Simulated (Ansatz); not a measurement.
C2H7Ge2NS, SMILES C#[C][GeH]([NH2])[S][GeH3], a geometry optimisation

Computed with Ansatz's Python interface.

`opt_c2h7ge2ns.py`:
```python
# -*- coding: utf-8 -*-
"""Relax the C2H7Ge2NS molecule."""

import ansatz as az
import numpy as np


def main():
    geometry_ang = [
        ("C", (-1.621, 2.2042, -0.3212)),
        ("C", (-1.2859, 1.0655, -0.5287)),
        ("Ge", (-0.7557, -0.7242, -0.8531)),
        ("N", (-0.9171, -1.7274, 0.711)),
        ("S", (1.3386, -0.7881, -1.6036)),
        ("Ge", (2.1755, 0.112, 0.2495)),
        ("H", (-1.9148, 3.2043, -0.1386)),
        ("H", (-1.6854, -1.3297, -1.9352)),
        ("H", (-1.9399, -1.8425, 0.8877)),
        ("H", (-0.5458, -1.1387, 1.4893)),
        ("H", (1.9867, -0.8631, 1.4391)),
        ("H", (1.4736, 1.4599, 0.5536)),
        ("H", (3.6911, 0.3678, 0.0502)),
    ]
    mol = az.Crystal.molecule()
    for symbol, xyz in geometry_ang:
        mol = mol.atom(symbol, xyz)

    job = (
        mol.calculation()
        .basis(gaussian="def2-SVP")
        .functional("cam_b3lyp")
    )
    symbols = [site.symbol for site in mol.cartesian_sites]
    start = np.array([site.position_ang for site in mol.cartesian_sites], dtype=float)
    def progress(event):
        if event["event"] == "relax_step":
            row = event["data"]
            print(f"step {row['step']:3d}  E = {row['lagrangian_ev']:.6f} eV  max force {row['allowed_force_max_ev_ang']:.4f} eV/A")


    rep = job.relax(force_tolerance=0.01, max_steps=100).session().plan().execute(on_event=progress).report
    end = np.array(rep["positions_ang"])

    print("reference energy %16.6f eV" % rep["reference_energy_ev"])
    print("total energy     %16.6f eV" % rep["free_energy_ev"])
    print("occupied (up, down):", rep["n_occupied"], " virtual:", rep["n_virtual"], " frozen:", rep["n_frozen"])

    print("final positions (A) and the move of each atom")
    for symbol, xyz, old in zip(symbols, end, start):
        print(f"{symbol:2s} {xyz[0]:10.5f} {xyz[1]:10.5f} {xyz[2]:10.5f}   {np.linalg.norm(xyz - old):7.4f}")
    with open("c2h7ge2ns_opt.xyz", "w") as handle:
        handle.write(f"{len(symbols)}\nrelaxed C2H7Ge2NS\n")
        handle.writelines(f"{s:2s} {x:11.6f} {y:11.6f} {z:11.6f}\n" for s, (x, y, z) in zip(symbols, end))


if __name__ == "__main__":
    main()
```

`python opt_c2h7ge2ns.py` gives:
```text
step   1  E = -127533.594031 eV  max force 0.9801 eV/A
step   2  E = -127533.686363 eV  max force 0.5518 eV/A
step   3  E = -127533.729354 eV  max force 0.3598 eV/A
step   4  E = -127533.716787 eV  max force 0.5044 eV/A
step   5  E = -127533.749200 eV  max force 0.1204 eV/A
step   6  E = -127533.751323 eV  max force 0.1610 eV/A
step   7  E = -127533.753321 eV  max force 0.0622 eV/A
step   8  E = -127533.744009 eV  max force 0.7514 eV/A
step   9  E = -127533.753170 eV  max force 0.1105 eV/A
step  10  E = -127533.754157 eV  max force 0.0214 eV/A
step  11  E = -127533.756056 eV  max force 0.0620 eV/A
step  12  E = -127533.757451 eV  max force 0.1787 eV/A
step  13  E = -127533.760071 eV  max force 0.1308 eV/A
step  14  E = -127533.765341 eV  max force 0.0576 eV/A
step  15  E = -127533.769135 eV  max force 0.2270 eV/A
step  16  E = -127533.772383 eV  max force 0.2922 eV/A
step  17  E = -127533.776503 eV  max force 0.1951 eV/A
step  18  E = -127533.780505 eV  max force 0.0462 eV/A
step  19  E = -127533.782113 eV  max force 0.0950 eV/A
step  20  E = -127533.783058 eV  max force 0.0875 eV/A
step  21  E = -127533.783807 eV  max force 0.0617 eV/A
step  22  E = -127533.784045 eV  max force 0.0727 eV/A
step  23  E = -127533.784711 eV  max force 0.0343 eV/A
step  24  E = -127533.784971 eV  max force 0.0453 eV/A
step  25  E = -127533.785128 eV  max force 0.0227 eV/A
step  26  E = -127533.785232 eV  max force 0.0314 eV/A
step  27  E = -127533.785189 eV  max force 0.0337 eV/A
step  28  E = -127533.785320 eV  max force 0.0108 eV/A
step  29  E = -127533.785354 eV  max force 0.0134 eV/A
step  30  E = -127533.785367 eV  max force 0.0097 eV/A
reference energy   -127533.785524 eV
total energy       -127533.785524 eV
occupied (up, down): [53, 53]  virtual: [106, 106]  frozen: 0
final positions (A) and the move of each atom
C    -1.48040    2.13692   -0.05298    0.3102
C    -1.22950    0.99154   -0.35982    0.1928
Ge   -0.84188   -0.82509   -0.82685    0.1353
N    -1.30765   -1.98601    0.49949    0.5139
S     1.33684   -1.06612   -1.19565    0.4937
Ge    2.22058    0.44976    0.19297    0.3454
H    -1.70379    3.15383    0.21661    0.4162
H    -1.58339   -1.16973   -2.11801    0.2635
H    -2.17502   -1.78743    0.99209    0.2631
H    -0.56690   -2.17836    1.16801    1.0884
H     1.57538    0.33728    1.58097    1.2768
H     2.04976    1.86704   -0.36205    1.1559
H     3.70586    0.07637    0.26520    0.3625
```

It writes `c2h7ge2ns_opt.xyz`:
```text
13
relaxed C2H7Ge2NS
C    -1.480400    2.136916   -0.052976
C    -1.229504    0.991542   -0.359821
Ge   -0.841878   -0.825089   -0.826855
N    -1.307648   -1.986006    0.499495
S     1.336839   -1.066121   -1.195647
Ge    2.220584    0.449759    0.192973
H    -1.703789    3.153832    0.216614
H    -1.583391   -1.169733   -2.118006
H    -2.175022   -1.787426    0.992090
H    -0.566895   -2.178363    1.168010
H     1.575382    0.337277    1.580968
H     2.049757    1.867044   -0.362047
H     3.705864    0.076367    0.265201
```

Caveats:
- Total energies depend on the basis set; only differences at equal settings carry meaning.
- The end point is the stationary point reached from this start; no frequency run checks that it is a minimum, and the basis set is modest.
- Timing: 10 min on 1 thread of Arm Neoverse V2 (shared host), peak memory 0.76 GiB.

(A comment or docstring line of the script was reworded after the run, the code is as it ran; lines on the test bed's own set-up are left out of the output.)
